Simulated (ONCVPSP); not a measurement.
# Pseudopotential generation for F: ONCV, PBE

Aim: build the potential from the settings below, then test how well it stands in for the atom: other configurations, scattering, ghost states and the plane-wave cutoff that it needs.

The numbers are computed with ONCVPSP 4.0.1.1 (patched build) (PBE, scalar-relativistic, spin-unpolarised reference atom).

### Step 1. The design

The settings as typed:

| Quantity | Value |
| --- | --- |
| element | fluorine (F, Z = 9) |
| type | optimised norm-conserving Vanderbilt (ONCV) |
| frozen core | [He] |
| valence charge | 7 |
| reference configuration | 2s2 2p5 |
| partial waves | 2s: rc 0.75 bohr, ncon 3, nbas 6, qcut 8.7 1/bohr, 2 projectors, debl 2.9 Ha; 2p: rc 1.45 bohr, ncon 4, nbas 7, qcut 11.7 1/bohr, 2 projectors, debl 3.4 Ha; d scattering state at 0.19 Ha: rc 1.15 bohr, ncon 3, nbas 7, qcut 8.7 1/bohr, 2 projectors, debl 0.3 Ha |
| local potential | polynomial inside 0.70 bohr (lpopt 5, dvloc0 1 Ha) |
| core correction | Teter function, fcfact 4, rcfact 1.25 |

The nodes and maxima of the atom's own shells, from an earlier all-electron run, set the scale for the radii.

All-electron outer shells of the reference configuration (PBE, scalar-relativistic, ld1.x):

```csv
shell,level (eV),outermost node (bohr),outermost maximum (bohr)
1s,-663.37,–,0.11
2s,-29.90,0.24,0.76
2p,-11.11,–,0.71
```

### Step 2. Generating the potential

Contents of F.dat:

```
# ATOM AND REFERENCE CONFIGURATION
# atsym  z   nc   nv     iexc    psfile
  F 9.00    1    2        4      upf
#
#   n    l    f
    1    0    2.00
    2    0    2.00
    2    1    5.00
#
# PSEUDOPOTENTIAL AND OPTIMIZATION
# lmax
    2
#
#   l,   rc,      ep,       ncon, nbas, qcut
    0    0.75    0.00    3    6    8.70
    1    1.45    0.00    4    7   11.70
    2    1.15    0.19    3    7    8.70
#
# LOCAL POTENTIAL
# lloc, lpopt,  rc(5),   dvloc0
    4    5    0.70    1.00
#
# VANDERBILT-KLEINMAN-BYLANDER PROJECTORs
# l, nproj, debl
    0    2    2.90
    1    2    3.40
    2    2    0.30
#
# MODEL CORE CHARGE
# icmod, fcfact, rcfact
    3    4.00    1.25
#
# LOG DERIVATIVE ANALYSIS
# epsh1, epsh2, depsh
   -3.00    5.00    0.02
#
# OUTPUT GRID
# rlmax, drl
    6.00    0.01
#
# TEST CONFIGURATIONS
# ncnf
    4
# nvcnf
#   n    l    f
    2
    2    0    2.00
    2    1    4.00
#
    2
    2    0    2.00
    2    1    3.00
#
    2
    2    0    2.00
    2    1    2.00
#
    2
    2    0    1.00
    2    1    5.00
#
```

On the command line:

```bash
$ oncvpsp.x < F.dat > F.out
```

What the program wrote to F.out (without the consistency checks and plot data):

```text
ONCVPSP  (Optimized Norm-Conservinng Vanderbilt PSeudopotential)
scalar-relativistic version 4.0.1.1, modified

#   n    l    f        energy (Ha)
    1    0    2.00    -2.4378532E+01
    2    0    2.00    -1.0987895E+00
    2    1    5.00    -4.0834358E-01

Reference configufation results
  iterations    20
  all-electron total energy (Ha)   -9.97443626D+01

Begin loop to  construct optimized pseudo wave functions
and semi-local pseudopoentials for all angular momenta

   Wellstate for l =  0  n =  3
     eigenvalue =   1.8012
     asymptotic potential =   2.3012
     half-point radius =  1.8270

Calculating optimized projector #   1

 for l=   0

    Fraction of norm inside rc  0.325067
    Optimizing pswf for qcut=   8.68 a_B^-1,  ecut=  37.70 Ha
    Residual kinetic energy error=  3.19D-03 Ha

    Energy error per electron        Cutoff
         Ha          eV             Ha
         0.01000     0.27211       30.07
         0.00100     0.02721       77.31
         0.00010     0.00272      169.87

Calculating optimized projector #   2

 for l=   0

    Fraction of norm inside rc  0.093852
    Optimizing pswf for qcut=   8.68 a_B^-1,  ecut=  37.70 Ha
    Residual kinetic energy error=  1.94D-03 Ha

    Energy error per electron        Cutoff
         Ha          eV             Ha
         0.01000     0.27211       27.04
         0.00100     0.02721       42.28
         0.00010     0.00272      142.83
         0.00001     0.00027      328.46

   Wellstate for l =  1  n =  4
     eigenvalue =   2.9917
     asymptotic potential =   3.4917
     half-point radius =  2.7752

Calculating optimized projector #   1

 for l=   1

    Fraction of norm inside rc  0.767936
    Optimizing pswf for qcut=  11.70 a_B^-1,  ecut=  68.49 Ha
    Residual kinetic energy error=  6.45D-09 Ha

    Energy error per electron        Cutoff
         Ha          eV             Ha
         0.01000     0.27211       30.79
         0.00100     0.02721       39.75
         0.00010     0.00272       47.19
         0.00001     0.00027       53.48

Calculating optimized projector #   2

 for l=   1

    Fraction of norm inside rc  0.149732
    Optimizing pswf for qcut=  11.70 a_B^-1,  ecut=  68.49 Ha
    Residual kinetic energy error=  9.28D-08 Ha

    Energy error per electron        Cutoff
         Ha          eV             Ha
         0.01000     0.27211       32.98
         0.00100     0.02721       43.45
         0.00010     0.00272       51.67
         0.00001     0.00027       58.37

   Wellstate for l =  2  n =  3
     eigenvalue =   0.1900
     asymptotic potential =   0.6900
     half-point radius = 11.9097

   Wellstate for l =  2  n =  4
     eigenvalue =   0.4900
     asymptotic potential =   0.9900
     half-point radius =  9.6699

Calculating optimized projector #   1

 for l=   2

    Fraction of norm inside rc  0.000315
    Optimizing pswf for qcut=   8.70 a_B^-1,  ecut=  37.84 Ha
    Residual kinetic energy error=  2.83D-08 Ha

    Energy error per electron        Cutoff
         Ha          eV             Ha
         0.01000     0.27211        0.45
         0.00100     0.02721        1.31
         0.00010     0.00272        5.84
         0.00001     0.00027       15.17

Calculating optimized projector #   2

 for l=   2

    Fraction of norm inside rc  0.002371
    Optimizing pswf for qcut=   8.70 a_B^-1,  ecut=  37.84 Ha
    Residual kinetic energy error=  2.37D-07 Ha

    Energy error per electron        Cutoff
         Ha          eV             Ha
         0.01000     0.27211        1.43
         0.00100     0.02721        5.48
         0.00010     0.00272       14.50
         0.00001     0.00027       24.75

Construct Vanderbilt / Kleinmman-Bylander projectors

B matrix Hermiticity error, ll=   0
   1   2    2.4170E-04

  Orthonormal projector coefficients  1.6185E+01  3.9012E+00

B matrix Hermiticity error, ll=   1
   1   2   -1.5976E-04

  Orthonormal projector coefficients -3.4216E+00 -1.2138E+00

B matrix Hermiticity error, ll=   2
   1   2    2.6590E-08

  Orthonormal projector coefficients -1.7402E+01 -1.1592E+00

Model core correction analysis
  based on d2Exc/dn_idn_j

d2excae - all-electron derivatives

   -5.476619D-02   -4.676711D-02
   -4.676877D-02   -4.516663D-02

d2excps - pseudofunction derivatives with no core correction

   -5.293968D-02   -4.864392D-02
   -4.864479D-02   -4.636798D-02

rms 2nd derivative error    1.719103E-03

rmatch, rhocmatch    0.3336   16.8264

Teter function model core charge with specified parameters

d2excps - pseudofunction derivatives with core correction

   -5.217557D-02   -4.852458D-02
   -4.852518D-02   -4.660243D-02

rms 2nd derivative error    1.933039E-03

Pseudoatom total energy  -23.888884

Diagnostic tests using Vanderbilt-Kleinman-Bylander pseudopotentials
  1 or more projectors used as specified by nproj input data

   l    rcore       rmatch      e in        delta e   norm test  slope test

   0   0.7525286   0.7753770  -1.0987895   0.0000806   1.0000876   1.0035545
   0   0.7525286   0.7753770   1.8012105   0.0003776   1.0002685   1.0002685

   1   1.4531180   1.4972378  -0.4083436  -0.0000028   1.0000389   1.0000481
   1   1.4531180   1.4972378   2.9916564   0.0000504   1.0000883   1.0000883

   2   1.1507464   1.1856856   0.1900000  -0.0000665   1.0000564   1.0000564
   2   1.1507464   1.1856856   0.4900000  -0.0000700   1.0000609   1.0000609

 Testing for bound ghosts
   n   l    E NL Schr. Eq   E Basis Diag.   E Cutoff

   1   0       -1.098709       -1.024748    220.49

   2   1       -0.408346       -0.405980    105.22

 Testing for highly-localized positive-energy ghosts
       l    <radius>/rc     E Basis Diag.   E Cutoff

Test configuration 0

   n   l     f        eae           eps        diff
   1   0  2.0000  -24.37853201
   2   0  2.0000   -1.09878951   -1.09870888    8.06D-05
   2   1  5.0000   -0.40834358   -0.40834635   -2.77D-06

    Total energies and differences
      AE_ref= -9.97443626D+01  AE_tst= -9.97443626D+01  dif=  0.00D+00
      PS_ref= -2.38888838D+01  PS_tst= -2.38888838D+01  dif=  2.84D-14
      PSP excitation error= -2.84D-14

Test configuration 1

   n   l     f        eae           eps        diff
   1   0  2.0000  -25.14104769
   2   0  2.0000   -1.74146106   -1.74170479   -2.44D-04
   2   1  4.0000   -1.04032161   -1.03769607    2.63D-03

    Total energies and differences
      AE_ref= -9.97443626D+01  AE_tst= -9.90317940D+01  dif=  7.13D-01
      PS_ref= -2.38888838D+01  PS_tst= -2.31772174D+01  dif=  7.12D-01
      PSP excitation error=  9.02D-04

Test configuration 2

   n   l     f        eae           eps        diff
   1   0  2.0000  -26.10145694
   2   0  2.0000   -2.49865894   -2.49669131    1.97D-03
   2   1  3.0000   -1.80083139   -1.78901371    1.18D-02

    Total energies and differences
      AE_ref= -9.97443626D+01  AE_tst= -9.76211871D+01  dif=  2.12D+00
      PS_ref= -2.38888838D+01  PS_tst= -2.17730219D+01  dif=  2.12D+00
      PSP excitation error=  7.31D-03

Test configuration 3

   n   l     f        eae           eps        diff
   1   0  2.0000  -27.24451375
   2   0  2.0000   -3.35182559   -3.34209429    9.73D-03
   2   1  2.0000   -2.67390524   -2.64116563    3.27D-02

    Total energies and differences
      AE_ref= -9.97443626D+01  AE_tst= -9.53928083D+01  dif=  4.35D+00
      PS_ref= -2.38888838D+01  PS_tst= -1.95656092D+01  dif=  4.32D+00
      PSP excitation error=  2.83D-02

Test configuration 4

   n   l     f        eae           eps        diff
   1   0  2.0000  -25.14260214
   2   0  1.0000   -1.74771231   -1.75023643   -2.52D-03
   2   1  5.0000   -1.04486635   -1.04642174   -1.56D-03

    Total energies and differences
      AE_ref= -9.97443626D+01  AE_tst= -9.83297974D+01  dif=  1.41D+00
      PS_ref= -2.38888838D+01  PS_tst= -2.24733041D+01  dif=  1.42D+00
      PSP excitation error= -1.01D-03
```

Run time: 4 s. Hardware: 1 thread of Neoverse-N1, shared host.

Partial waves on a coarse radial grid (AE all-electron, PS pseudo):

| r (bohr) | 2s AE | 2s PS |
| --- | --- | --- |
| 0.072 | -0.4390 | 0.0920 |
| 0.145 | -0.3648 | 0.1938 |
| 0.217 | -0.1076 | 0.3061 |
| 0.290 | 0.1881 | 0.4298 |
| 0.362 | 0.4513 | 0.5566 |
| 0.435 | 0.6663 | 0.6854 |
| 0.507 | 0.8235 | 0.8067 |
| 0.580 | 0.9309 | 0.9130 |
| 0.652 | 0.9937 | 0.9872 |
| 0.725 | 1.0221 | 1.0218 |
| 0.798 | 1.0233 | 1.0233 |
| 0.870 | 1.0046 | 1.0046 |
| 0.942 | 0.9719 | 0.9718 |
| 1.015 | 0.9289 | 0.9288 |
| 1.088 | 0.8796 | 0.8795 |
| 1.160 | 0.8275 | 0.8275 |
| 1.232 | 0.7739 | 0.7739 |
| 1.305 | 0.7196 | 0.7196 |
| 1.378 | 0.6663 | 0.6663 |
| 1.450 | 0.6155 | 0.6155 |
| 1.522 | 0.5670 | 0.5670 |
| 1.595 | 0.5204 | 0.5204 |
| 1.668 | 0.4766 | 0.4766 |
| 1.740 | 0.4362 | 0.4362 |
| 1.812 | 0.3987 | 0.3987 |
| 1.885 | 0.3634 | 0.3634 |

Densities times 4π (e/bohr³); a dash where the program caps the true core:

| r (bohr) | pseudo valence | true core | model core |
| --- | --- | --- | --- |
| 0.072 | 4.242 | – | 61.23 |
| 0.217 | 11.11 | – | 27.91 |
| 0.362 | 17.65 | 10.51 | 4.993 |
| 0.507 | 18.8 | 0.9786 | 0.1993 |
| 0.652 | 15.31 | 0.09567 | 0.000655 |
| 0.798 | 10.32 | 0.009452 | 9.519e-05 |
| 0.942 | 6.488 | 0.0009932 | 5.234e-05 |
| 1.088 | 4.01 | 0.0001035 | 4.268e-06 |
| 1.232 | 2.523 | 1.131e-05 | 2.493e-07 |
| 1.378 | 1.594 | 1.187e-06 | 0 |
| 1.522 | 1.021 | 1.63e-07 | 0 |
| 1.668 | 0.655 | 0 | 0 |
| 1.812 | 0.4266 | 0 | 0 |

### Step 3. Transferability, from the output's test configurations

The tests as a table, with energies relative to 2s2 2p5.

```tsv
valence configuration	charge	ΔE all-electron (eV)	error AE − PS (meV)
2s2 2p4	+1	19.390	+25
2s2 2p3	+2	57.774	+199
2s2 2p2	+3	118.412	+770
2s1 2p5	+1	38.492	-27
```

### Step 4. Does it scatter like the atom?

Taken from the files of the generation run. The phase is arctan(r·R′/R) of the radial function R, unwrapped, with energies in Ha. A pole is an energy at which the radial function vanishes at the test radius. The pseudo phase is shifted by a multiple of π to meet the all-electron one at the reference energy. Levels narrower than the energy grid can be missing from the poles. The last column is the largest difference on the grid between −0.5 and +0.5 Ha.

| channel | radius (bohr) | reference (Ha) | poles AE | poles PS | window around the reference with phases within 0.05 rad (Ha) | largest difference near zero (rad) |
| --- | --- | --- | --- | --- | --- | --- |
| s | 0.76 | -1.10 | none | none | the whole range | 0.000 |
| p | 1.47 | -0.41 | 0.27 | 0.27 | the whole range | 0.000 |
| d | 1.16 | 0.19 | none | none | the whole range | 0.000 |

Phases (rad) along the scan:

| E (Ha) | p AE | p PS | s AE | s PS |
| --- | --- | --- | --- | --- |
| -2.98 | 1.153 | 1.153 | -0.192 | -0.192 |
| -2.54 | 1.089 | 1.089 | -0.348 | -0.348 |
| -2.10 | 0.989 | 0.989 | -0.496 | -0.496 |
| -1.66 | 0.805 | 0.806 | -0.631 | -0.631 |
| -1.22 | 0.385 | 0.386 | -0.751 | -0.751 |
| -0.78 | -0.516 | -0.516 | -0.855 | -0.855 |
| -0.34 | -1.200 | -1.200 | -0.945 | -0.945 |
| 0.10 | -1.496 | -1.496 | -1.022 | -1.022 |
| 0.54 | -1.666 | -1.666 | -1.088 | -1.088 |
| 0.98 | -1.803 | -1.803 | -1.146 | -1.146 |
| 1.42 | -1.955 | -1.955 | -1.196 | -1.196 |
| 1.86 | -2.172 | -2.172 | -1.239 | -1.239 |
| 2.30 | -2.555 | -2.555 | -1.278 | -1.278 |
| 2.74 | -3.201 | -3.201 | -1.312 | -1.312 |
| 3.18 | -3.807 | -3.807 | -1.343 | -1.343 |
| 3.62 | -4.143 | -4.143 | -1.371 | -1.371 |
| 4.06 | -4.323 | -4.323 | -1.396 | -1.396 |
| 4.50 | -4.432 | -4.432 | -1.419 | -1.419 |
| 4.94 | -4.505 | -4.505 | -1.440 | -1.440 |

### Step 5. Plane-wave cutoff and ghosts

From the same output: the cutoffs (Ha) at which the residual kinetic energy of the hardest occupied pseudo-wave falls to 1 and 0.1 mHa per electron are 77 Ha and 170 Ha.

The program's own ghost test: no bound ghost flagged; no localised positive-energy state flagged.

Cutoff (Ha) at which the first wave of each channel reaches a given error (Ha per electron):

| error | s | p | d |
| --- | --- | --- | --- |
| 1.0e-02 | 30.1 | 30.8 | 0.4 |
| 3.2e-03 | 38.0 | 35.4 | 0.8 |
| 1.0e-03 | 77.3 | 39.7 | 1.3 |
| 3.2e-04 | 145.0 | 43.7 | 3.0 |
| 1.0e-04 | 169.9 | 47.2 | 5.8 |

### Step 6. Results

```
                                                quantity                  value
  cutoffs for 1 and 0.1 mHa per electron, occupied waves       77 Ha and 170 Ha
                                            bound ghosts             none found
                                          GHOST(+) flags     none at low energy
                            largest test error (AE − PS)  +770 meV, for 2s2 2p2
largest phase difference near zero energy, channels read              0.000 rad
 rms error of d²Exc/dn², without and with the model core      1.72 and 1.93 mHa
```

The worst unpolarised test, 2s2 2p2, is off by 770 meV on 118.4 eV; by total energies transferability rates as poor. That test lies far up in energy; among those under 40 eV, nearer to bonding, the largest error is 27 meV. It counts as very hard, with 77 Ha needed at the looser tolerance. At the looser tolerance the 2s wave is the slowest; 2p needs 40 Ha. It is free of bound ghosts as far as tested. Near zero energy the phases of the channels with partial waves agree within 0.001 rad.
